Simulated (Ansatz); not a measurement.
**AlNH4O2 (SMILES [NH2][Al]([OH])[OH]) at 5 levels**

We compute a comparison of 5 runs (HF/3-21G, BHLYP/6-311+G**, PBE/6-311+G**, revPBE/6-311+G**, CCSD(T)/6-311+G**) of AlNH4O2. 

The results are computed with Ansatz 0.2.0.

50 further runs of the same task are left out: 50 set aside as unsound or not needed.

### 1 The system as given

AlNH4O2: 8 atoms, total charge 0, spin state singlet. SMILES: `[NH2][Al]([OH])[OH]`. One bond was lengthened or shortened from a relaxed shape.

Bond lengths: N1–Al2 1.760 Å, Al2–O3 2.203 Å, Al2–O4 1.692 Å, N1–H5 1.005 Å, N1–H6 1.006 Å, O3–H7 0.954 Å, O4–H8 0.955 Å. Angles: N1–Al2–O3 123.6°, N1–Al2–O4 117.6°, O3–Al2–O4 118.8°, Al2–N1–H5 126.0°, Al2–N1–H6 123.5°, Al2–O3–H7 124.8°, Al2–O4–H8 122.2°, H5–N1–H6 110.5°.

### 2 The energy at HF/3-21G (run 1)

Input file job.yaml:

```yaml
crystal:
  periodic: [false, false, false]
  atoms:
    - {symbol: "N", position_ang: [-0.917641, 1.518437, 0.304707]}
    - {symbol: Al, position_ang: [-0.442341, -0.166763, 0.130507]}
    - {symbol: O, position_ang: [1.569400, -0.806100, -0.500900]}
    - {symbol: O, position_ang: [-1.604341, -1.348563, 0.469907]}
    - {symbol: H, position_ang: [-0.331441, 2.317537, 0.136707]}
    - {symbol: H, position_ang: [-1.836841, 1.809537, 0.593407]}
    - {symbol: H, position_ang: [2.287000, -0.213800, -0.712700]}
    - {symbol: H, position_ang: [-1.417041, -2.282263, 0.396907]}
basis:
  gaussian:
    orbitals: 3-21G.json
hamiltonian:
  xc: hf
accuracy: high
output:
  orbitals: {seedname: orbitals}
```

The basis set 3-21G is read from a file made from the Basis Set Exchange's data (not shown).

Started as:

```bash
$ ansatz run job.yaml --threads 1 --pin off --max-ram 3480MiB --events-out events.jsonl --progress --plain --runs-dir runs
```

What it wrote:

```text
Warning: RAYON_NUM_THREADS=1 ignored (pool sized by the plan → 1); use --threads N
Functional definition: HF
  name "HF"
  exchange = exact_x
  correlation = 0
1027 factors; integrals over basis functions are off by at most 7.5e-9 eV
mean field evaluation 1: about -12132.0129 eV, gradient 5.3e1 eV
mean field evaluation 2: about -12132.1698 eV, gradient 5.4e1 eV
mean field evaluation 4: about -12137.2207 eV, gradient 2.4e0 eV
mean field evaluation 8: about -12137.2761 eV, gradient 2.9e-1 eV
mean field evaluation 16: about -12137.2771 eV, gradient 1.4e-8 eV
mean field -12137.27706444 eV, -446.0367051762 hartree, gradient 1.9e-8 eV, S^2 0.000000; 0 other end points of the search recorded, 0 dependent functions left out
reference -12137.27706444 eV, -446.0367051762 hartree; 20, 20 occupied and 28, 28 virtual orbitals, 1027 factors
Total energy: -12137.27706444 eV, -446.0367051762 hartree
```

Wall time 0.38 s (1 thread of Arm Neoverse V2, shared host); peak memory 0.098 GiB.

### 3 A single-point energy at BHLYP/6-311+G(d,p) (run 2)

job.yaml, as its differences from that of step 2:

```diff
@@ -1 +1,3 @@
+basis:
+  gaussian: {orbitals: 6-311+G_st__st_-spherical.json}
 crystal:
@@ -11,9 +13,4 @@
     - {symbol: H, position_ang: [-1.417041, -2.282263, 0.396907]}
-basis:
-  gaussian:
-    orbitals: 3-21G.json
-hamiltonian:
-  xc: hf
+output: {orbitals: {seedname: orbitals}}
 accuracy: high
-output:
-  orbitals: {seedname: orbitals}
+hamiltonian: {xc: {name: BHLYP}}
```

The basis set 6-311+G** is read from a file made from the Basis Set Exchange's data (not shown).

Started as:

```bash
$ ansatz run job.yaml --threads 1 --pin off --max-ram 3480MiB --events-out events.jsonl --progress --plain --runs-dir runs
```

What it wrote:

```text
Warning: RAYON_NUM_THREADS=1 ignored (pool sized by the plan → 1); use --threads N
Functional definition: BHLYP
  name "BHLYP"
  parameter a = 0.5
  exchange = (1 - a)*b88_x + a*exact_x
  correlation = lyp_c
2209 factors; integrals over basis functions are off by at most 1.2e-8 eV
mean field evaluation 1: about -12233.8440 eV, gradient 9.0e1 eV
mean field evaluation 2: about -12220.9333 eV, gradient 1.2e2 eV
mean field evaluation 4: about -12247.5794 eV, gradient 6.0e0 eV
mean field evaluation 8: about -12247.8401 eV, gradient 2.7e-1 eV
mean field evaluation 16: about -12247.8403 eV, gradient 5.5e-5 eV
mean field -12247.84027204 eV, -450.0998281130 hartree, gradient 7.0e-8 eV, S^2 0.000000; 0 other end points of the search recorded, 0 dependent functions left out
reference -12247.84030616 eV, -450.0998293672 hartree; 20, 20 occupied and 100, 100 virtual orbitals, 2209 factors
Total energy: -12247.84030616 eV, -450.0998293672 hartree
```

Run time: 9.3 s. Hardware: 1 thread of Arm Neoverse V2, shared host; peak memory 0.39 GiB.

Runs 3 to 4 aren't shown in full; the table further down has their settings and results.

### 4 The energy at CCSD(T)/6-311+G(d,p) (run 5)

Input file in.yaml:

```yaml
crystal:
  periodic: [false, false, false]
  atoms:
    - {symbol: N, position_ang: [-0.917641, 1.518437, 0.304707]}
    - {symbol: Al, position_ang: [-0.442341, -0.166763, 0.130507]}
    - {symbol: O, position_ang: [1.569400, -0.806100, -0.500900]}
    - {symbol: O, position_ang: [-1.604341, -1.348563, 0.469907]}
    - {symbol: H, position_ang: [-0.331441, 2.317537, 0.136707]}
    - {symbol: H, position_ang: [-1.836841, 1.809537, 0.593407]}
    - {symbol: H, position_ang: [2.287000, -0.213800, -0.712700]}
    - {symbol: H, position_ang: [-1.417041, -2.282263, 0.396907]}
basis:
  gaussian:
    orbitals: 6-311+G_st__st_-spherical.json
scf:
  omitted_lower_state_checks: [cluster_reference, increment]
accuracy: high
correlation:
  method: ccsd_t
  frozen_orbitals: {Al: 5, H: 0, "N": 1, O: 1}
```

The basis set 6-311+G** is read from a file made from the Basis Set Exchange's data (not shown).

Started as:

```bash
$ ansatz run in.yaml --threads 1 --pin off --max-ram 3480MiB --events-out events.jsonl --progress --plain --runs-dir runs
```

What it wrote:

```text
Warning: RAYON_NUM_THREADS=1 ignored (pool sized by the plan → 1); use --threads N
[... 4 set-up lines as earlier in the session ...]
these checks for a lower state are left out or cut short: cluster_reference, increment
2209 factors; integrals over basis functions are off by at most 1.2e-8 eV
mean field evaluation 1: about -12199.5258 eV, gradient 6.3e1 eV
mean field evaluation 2: about -12199.5617 eV, gradient 6.3e1 eV
mean field evaluation 4: about -12206.5883 eV, gradient 4.0e0 eV
mean field evaluation 8: about -12206.6476 eV, gradient 3.8e-1 eV
mean field -12206.64839256 eV, -448.5860544630 hartree, gradient 6.8e-8 eV, S^2 0.000000; 0 other end points of the search recorded, 0 dependent functions left out
8 core orbitals not correlated: weight in the atoms' cores, before any rotation towards them, 1.000 or more for the frozen orbitals, at most 0.000 for the correlated occupied ones
reference -12206.64839256 eV, -448.5860544630 hartree; 12, 12 occupied and 100, 100 virtual orbitals, 2209 factors
second order -18.25773564 eV of doubles, -0.00000000 eV of singles
cycle   1  -17.99982568 eV  change    2.6e-1 eV  update   1.1e-1
cycle   2  -18.46230505 eV  change   -4.6e-1 eV  update   3.5e-2
cycle   3  -18.60924931 eV  change   -1.5e-1 eV  update   2.0e-2
cycle   4  -18.60235246 eV  change    6.9e-3 eV  update   5.1e-3
cycle   5  -18.59724557 eV  change    5.1e-3 eV  update   2.5e-3
cycle   6  -18.59867770 eV  change   -1.4e-3 eV  update   9.3e-4
cycle   7  -18.59849547 eV  change    1.8e-4 eV  update   3.8e-4
cycle   8  -18.59828047 eV  change    2.1e-4 eV  update   1.5e-4
cycle   9  -18.59834116 eV  change   -6.1e-5 eV  update   6.0e-5
cycle  10  -18.59837821 eV  change   -3.7e-5 eV  update   2.3e-5
cycle  11  -18.59834345 eV  change    3.5e-5 eV  update   1.1e-5
cycle  12  -18.59835767 eV  change   -1.4e-5 eV  update   4.4e-6
cycle  13  -18.59835833 eV  change   -6.6e-7 eV  update   1.5e-6
cycle  14  -18.59836020 eV  change   -1.9e-6 eV  update   7.7e-7
cycle  15  -18.59836086 eV  change   -6.5e-7 eV  update   2.1e-7
cycle  16  -18.59836081 eV  change    4.8e-8 eV  update   9.1e-8
cycle  17  -18.59836070 eV  change    1.1e-7 eV  update   4.1e-8
cycle  18  -18.59836123 eV  change   -5.2e-7 eV  update   1.2e-7
cycle  19  -18.59836122 eV  change    6.6e-9 eV  update   3.0e-8
cycle  20  -18.59836123 eV  change   -1.3e-8 eV  update   9.5e-9
cycle  21  -18.59836123 eV  change   -2.9e-9 eV  update   4.6e-9
cycle  22  -18.59836124 eV  change  -8.1e-10 eV  update   1.5e-9
perturbative correction -0.58144926 eV, -0.0213678661 hartree
Total energy: -12225.82820305 eV, -449.2908994981 hartree
Checks for a lower state left out: cluster_reference, increment
```

Run time: 44 s. Hardware: 1 thread of Arm Neoverse V2, shared host; peak memory 1.1 GiB.

### 5 All runs side by side

| run | level | frozen core orbitals | energy (Eh) | HOMO energy (eV) | LUMO energy (eV) | HOMO–LUMO gap (eV) | wall time |
| --- | --- | --- | --- | --- | --- | --- | --- |
| 1 | HF/3-21G | – | -446.036705 | -10.71 | 2.89 | 13.61 | 0.38 s |
| 2 | BHLYP/6-311+G** | – | -450.099829 | -9.14 | -0.74 | 8.40 | 9.3 s |
| 3 | PBE/6-311+G** | – | -449.849603 | -5.97 | -2.25 | 3.72 | 7.2 s |
| 4 | revPBE/6-311+G** | – | -450.092360 | -5.90 | -2.15 | 3.74 | 7.5 s |
| 5 | CCSD(T)/6-311+G** | 8 | -449.290899 | – | – | – | 44 s |

### 6 Results

| quantity | value |
| --- | --- |
| run 5: total energy | -449.29090 Eh |
| run 5: correlation energy (8 core orbitals frozen) | -704.8 mEh |
| run 5: (T) correction | -21.37 mEh |
| run 5: T1 diagnostic | 0.016 |

In words: Over runs 1, 2, 3, 4 the HOMO–LUMO gap runs from 3.72 eV (PBE/6-311+G**) to 13.61 eV (HF/3-21G). The two ends differ in method and basis. Totals of different functionals can't be ranked against each other. All runs together took 68 s, the longest 44 s.
